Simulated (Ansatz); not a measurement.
**PbTe2: a single-point run**

The task is a single-point run on PbTe2. The structure is shown as the input types it. The cell is built on a prototype (CdCl2 type) and needn't be the phase found in nature.

Method: density functional or hybrid calculation with the settings of its input, plane waves (as first typed), in Ansatz 0.2.0.

4 further runs of the same task are left out: 2 for a known fault of the program, 2 that didn't finish.

**1. Starting point**

The structure is trigonal, space group R-3m (No. 166). Conventional cell: a = 4.254 Å, b = 4.254 Å, c = 18.793 Å, α = 90.00°, β = 90.00°, γ = 120.00°. Pb (site symmetry -3m) is surrounded by 6 Te at 3.13 Å. Around Te (site symmetry 3m) lie 3 Pb at 3.13 Å and 3 Te at 3.41 Å.

Coordinates:

```
Pb Te
1.0
     2.12700    1.22802    6.26421
    -2.12700    1.22802    6.26421
     0.00000   -2.45604    6.26421
Pb Te
1 2
Direct
  0.00000 0.00000 0.00000
  0.22975 0.22975 0.22975
  0.77025 0.77025 0.77025
```

**2. Input and run**

input.yaml

```yaml
crystal:
  lattice:
    - [2.1269962718, 1.2280218701, 6.2642067492]
    - [-2.1269962718, 1.2280218701, 6.2642067492]
    - [0.0, -2.4560437402, 6.2642067492]
  atoms:
    - { symbol: Pb, position: [0.0, 0.0, 0.0] }
    - { symbol: Te, position: [0.2297518145, 0.2297518145, 0.2297518145] }
    - { symbol: Te, position: [0.7702481855, 0.7702481855, 0.7702481855] }
kpoints:
  mp_grid: { grid: [6, 6, 6] }
hamiltonian:
  xc: pbe
scf:
  occupations: { method: fermi_dirac, width: 0.02 }
  n_extra_bands: 4
  max_iter: 62
output:
  forces: true
  stress: true
  eigenvalues: true
basis:
  ecutwfc: 80
```

Command:

```sh
$ ansatz run input.yaml --threads 4 --pin off --max-ram 3686MiB --backend cpu --events-out ev --progress --plain --runs-dir out
```

**Question.** How will this run end, and is anything wrong with its input?

This run ends as converged, with warnings (cutoff below recommended). It gives a pressure of -54 GPa and a largest force of 6.5 eV/Å, which is large.

In the input, basis.ecutwfc is 80. With so few plane waves the basis is incomplete by a wide margin. The potentials' recommended cutoff is 420 eV.

To check: delete basis.ecutwfc (the default then holds).
